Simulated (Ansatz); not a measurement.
# H₅NOSiSn: small, medium and large basis sets

The task here is to estimate one member of a computed series from the others.

Computed with Ansatz 0.2.0, Gaussian basis. Level: one geometry, several basis sets.

Levels to be run: PBE0-D4/def2-SVP; ωB97M-V/def2-SVP; PBE0-D4/def2-QZVPP; ωB97M-V/def2-QZVPP; the functionals' def2-TZVPP values are taken from earlier runs.

## The relaxed structure

An earlier PBE0-D4 in a triple-zeta def2 set relaxation fixed the geometry. Sn takes the def2 core potential; no spin-orbit term is included.

SMILES `[NH2][Sn][O][SiH3]`, 9 atoms, charge 0, spin multiplicity 1.

Atoms are counted from 1 here; the program's logs count them from 0.

Bond lengths: N1–Sn2 2.011 Å, N1–H5 1.010 Å, N1–H6 1.008 Å, Sn2–O3 1.989 Å, O3–Si4 1.623 Å, Si4–H7 1.496 Å, Si4–H8 1.489 Å, Si4–H9 1.489 Å. Angles: Sn2–N1–H5 124.3°, Sn2–N1–H6 124.2°, H5–N1–H6 111.5°, N1–Sn2–O3 95.2°, Sn2–O3–Si4 144.0°, O3–Si4–H7 112.1°, O3–Si4–H8 110.7°, O3–Si4–H9 110.7°, H7–Si4–H8 107.4°, H7–Si4–H9 107.4°, H8–Si4–H9 108.5°.

Set-up of the first run:

The input, in.yaml:

```yaml
crystal:
  periodic: [false, false, false]
  atoms:
    - {symbol: N, position_ang: [-0.671372, 1.493578, -1.238151]}
    - {symbol: Sn, position_ang: [0.551793, 0.169584, -2.130172]}
    - {symbol: O, position_ang: [0.832684, -0.940299, -0.503375]}
    - {symbol: Si, position_ang: [0.448496, -1.088777, 1.066852]}
    - {symbol: H, position_ang: [-0.946626, 1.449691, -0.267609]}
    - {symbol: H, position_ang: [-1.089468, 2.283021, -1.705854]}
    - {symbol: H, position_ang: [-0.480855, -0.008649, 1.522386]}
    - {symbol: H, position_ang: [1.668957, -1.012682, 1.916496]}
    - {symbol: H, position_ang: [-0.225110, -2.391966, 1.322127]}
basis:
  gaussian: {orbitals: def2-SVP}
hamiltonian: {xc: pbe0, dispersion: d4}
output: {orbitals: {seedname: orbitals}}
```

Command:

```
ansatz run in.yaml --threads 4 --pin off --events-out ev --progress --plain --max-ram 10444MiB
```

Steps of the session up to this table: PBE0-D4 in def2-SVP; ωB97M-V in def2-SVP; PBE0-D4 in def2-QZVPP; ωB97M-V in def2-QZVPP.

One table of the session follows, with a row left open; its other results are not shown here.

It belongs to the step «Functionals by basis». 

| functional | basis | HOMO (eV) | LUMO (eV) |
| --- | --- | --- | --- |
| PBE0-D4 | def2-SVP | ? | ? |
| PBE0-D4 | def2-TZVPP | -7.47 | -1.81 |
| PBE0-D4 | def2-QZVPP | -7.51 | -1.85 |
| ωB97M-V | def2-SVP | -9.59 | 0.17 |
| ωB97M-V | def2-TZVPP | -9.77 | -0.11 |
| ωB97M-V | def2-QZVPP | -9.80 | -0.20 |

**Question.** Estimate the row for PBE0-D4, def2-SVP.

The run gave: HOMO (eV): -7.31; LUMO (eV): -1.64. In the column «HOMO (eV)» it is the highest.
